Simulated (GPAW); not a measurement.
Crystal: Mg3TiO4.

```
CELL_PARAMETERS angstrom
4.31366 0.00000 0.00000
0.00000 4.31366 0.00000
0.00000 0.00000 4.31366
ATOMIC_POSITIONS crystal
Ti 0.00000 0.00000 0.00000
Mg 0.50000 0.50000 0.00000
Mg 0.50000 0.00000 0.50000
Mg 0.00000 0.50000 0.50000
O 0.00000 0.50000 0.00000
O 0.00000 0.00000 0.50000
O 0.50000 0.50000 0.50000
O 0.50000 0.00000 0.00000
```

The cell comes from a database or a generator and needn't be the stable form of this composition.

Base run:

```yaml
Program: GPAW 26.7.0
Functional: PBEsol
Potentials_or_basis: PAW data sets generated in the run's folder for this functional
Cutoff: 800 eV
Basis: pw
k_mesh: 6 × 6 × 6
Occupations: fermi-dirac, width 0.05 eV
Spin: no spin polarisation
Hubbard_terms: Ti d U = 3 eV
```

Its results: pressure -5.8 GPa.

Problem. The run is repeated on the same cell with these changes: hubbard terms from Ti d U = 3 eV to none. What comes out?

Solution. Pressure -7.2 GPa.

Caveats: U without spin polarisation on a metal has little footing (some runs).
